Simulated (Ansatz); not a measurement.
# C3H9NSi: the cost of one run

Program: Ansatz 0.2.0. Level of theory: RKS PBE-D4/def2-SVP. These are calculated values, not measurements.

## (1) The starting structure

Bond lengths: C1–Si2 1.791 Å, Si2–C3 1.860 Å, C3–C4 1.456 Å, C4–N5 1.263 Å, C1–H6 1.134 Å, C1–H7 1.134 Å, C1–H8 1.053 Å, Si2–H9 1.481 Å, Si2–H10 1.510 Å, C3–H11 1.118 Å, C3–H12 1.082 Å, C4–H13 1.229 Å, N5–H14 1.013 Å. Angles (14 of 22 angles, heavy atoms first): C1–Si2–C3 110.3°, Si2–C3–C4 115.3°, C3–C4–N5 127.6°, C1–Si2–H9 109.9°, C1–Si2–H10 108.0°, C3–Si2–H9 112.5°, C3–Si2–H10 110.1°, Si2–C1–H6 113.5°, Si2–C1–H7 111.7°, Si2–C1–H8 114.5°, Si2–C3–H11 107.6°, Si2–C3–H12 108.9°, C4–C3–H11 107.4°, C4–C3–H12 112.8°.

Structure file:

```xyz
14

C    -1.1455    1.2525    0.9933
Si    0.5464    0.6741    0.8914
C     0.6093   -1.0021    0.0873
C     0.1848   -1.0408   -1.3044
N     0.8877   -1.3148   -2.3171
H    -1.6246    1.4290   -0.0192
H    -1.2110    2.2733    1.4827
H    -1.7909    0.6228    1.5362
H     1.3791    1.6728    0.1830
H     1.0997    0.5984    2.2943
H     1.6699   -1.3538    0.1225
H     0.0748   -1.7082    0.7081
H    -1.0158   -0.8411   -1.4718
H     0.3233   -1.2917   -3.1575
```

## (2) End point A

Contents of input.yaml:

```yaml
crystal:
  periodic: [false, false, false]
  atoms:
    - { symbol: C, position_ang: [-1.1455, 1.2525, 0.9933] }
    - { symbol: Si, position_ang: [0.5464, 0.6741, 0.8914] }
    - { symbol: C, position_ang: [0.6093, -1.0021, 0.0873] }
    - { symbol: C, position_ang: [0.1848, -1.0408, -1.3044] }
    - { symbol: "N", position_ang: [0.8877, -1.3148, -2.3171] }
    - { symbol: H, position_ang: [-1.6246, 1.429, -0.0192] }
    - { symbol: H, position_ang: [-1.211, 2.2733, 1.4827] }
    - { symbol: H, position_ang: [-1.7909, 0.6228, 1.5362] }
    - { symbol: H, position_ang: [1.3791, 1.6728, 0.183] }
    - { symbol: H, position_ang: [1.0997, 0.5984, 2.2943] }
    - { symbol: H, position_ang: [1.6699, -1.3538, 0.1225] }
    - { symbol: H, position_ang: [0.0748, -1.7082, 0.7081] }
    - { symbol: H, position_ang: [-1.0158, -0.8411, -1.4718] }
    - { symbol: H, position_ang: [0.3233, -1.2917, -3.1575] }
basis:
  gaussian: { orbitals: def2-SVP }
hamiltonian:
  xc: pbe
  dispersion: d4
relax:
  f_tol: 0.015
  max_steps: 40
```

Command:

```
$ ansatz run input.yaml --threads 2 --pin off --max-ram 3072MiB --backend cpu --events-out ev --progress --plain --runs-dir out
```

What time and memory should one allow on 2 threads of INTEL XEON PLATINUM 8581C at 2.10GHz (Emerald Rapids), shared host?

About 22 s, with a peak of 0.18 GiB.
